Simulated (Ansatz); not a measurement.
**C₂H₇MgNS: basis-set convergence**

How large a basis does C₂H₇MgNS need? Two functionals are run in growing sets.

Computed with Ansatz 0.2.0, Gaussian basis. Level: one geometry, several basis sets.

The runs, in order: PBE0-D4/def2-SVP; ωB97M-V/def2-SVP; PBE0-D4/def2-QZVPP; ωB97M-V/def2-QZVPP; the functionals' def2-TZVPP values are taken from earlier runs.

**1. The relaxed structure**

All runs share one geometry, relaxed beforehand with PBE0-D4 in a triple-zeta def2 set.

SMILES `C[N](C)[Mg][SH]`, 12 atoms, charge 0, spin multiplicity 1.

Atoms are counted from 1 here; the program's logs count them from 0.

Bond lengths: C1–N2 1.439 Å, C1–H6 1.103 Å, C1–H7 1.103 Å, C1–H8 1.096 Å, N2–C3 1.439 Å, N2–Mg4 1.890 Å, C3–H9 1.103 Å, C3–H10 1.096 Å, C3–H11 1.103 Å, Mg4–S5 2.289 Å, S5–H12 1.345 Å. Angles: N2–C1–H6 112.3°, N2–C1–H7 112.3°, N2–C1–H8 111.6°, H6–C1–H7 106.5°, H6–C1–H8 106.9°, H7–C1–H8 106.9°, C1–N2–C3 110.7°, C1–N2–Mg4 124.7°, C3–N2–Mg4 124.6°, N2–C3–H9 112.3°, N2–C3–H10 111.6°, N2–C3–H11 112.3°, H9–C3–H10 106.9°, H9–C3–H11 106.5°, H10–C3–H11 106.9°, N2–Mg4–S5 179.1°, Mg4–S5–H12 92.8°.

**2. PBE0-D4 in def2-SVP**

in.yaml reads:

```yaml
crystal:
  periodic: [false, false, false]
  atoms:
    - {symbol: C, position_ang: [-0.965081, -0.942322, 0.791302]}
    - {symbol: N, position_ang: [0.027981, -0.225199, 0.035850]}
    - {symbol: C, position_ang: [1.332283, -0.799618, 0.235819]}
    - {symbol: Mg, position_ang: [-0.331273, 1.266332, -1.067218]}
    - {symbol: S, position_ang: [-0.771680, 3.050943, -2.431094]}
    - {symbol: H, position_ang: [-0.759869, -0.925134, 1.875370]}
    - {symbol: H, position_ang: [-1.024319, -2.005304, 0.501246]}
    - {symbol: H, position_ang: [-1.965330, -0.517552, 0.649732]}
    - {symbol: H, position_ang: [1.642621, -0.775903, 1.294469]}
    - {symbol: H, position_ang: [2.101057, -0.264961, -0.333480]}
    - {symbol: H, position_ang: [1.376850, -1.856150, -0.079341]}
    - {symbol: H, position_ang: [-0.586339, 3.939468, -1.438655]}
basis:
  gaussian: {orbitals: def2-SVP}
hamiltonian: {xc: pbe0, dispersion: d4}
output: {orbitals: {seedname: orbitals}}
```

Further steps of the session: ωB97M-V in def2-SVP; PBE0-D4 in def2-QZVPP; ωB97M-V in def2-QZVPP.

Q: Predict the results of all the runs planned. Wanted: PBE0-D4: double and triple zeta above quadruple; ωB97M-V: double and triple zeta above quadruple.

As calculated:

| quantity | value |
| --- | --- |
| PBE0-D4: double and triple zeta above quadruple | 10.51, 0.81 eV |
| ωB97M-V: double and triple zeta above quadruple | 10.62, 0.77 eV |

**Reading.** For PBE0-D4 the step from double to triple zeta gains 9.70 eV and the next only 0.81 eV. Total energies overstate the basis error of differences, where much of it tends to cancel.
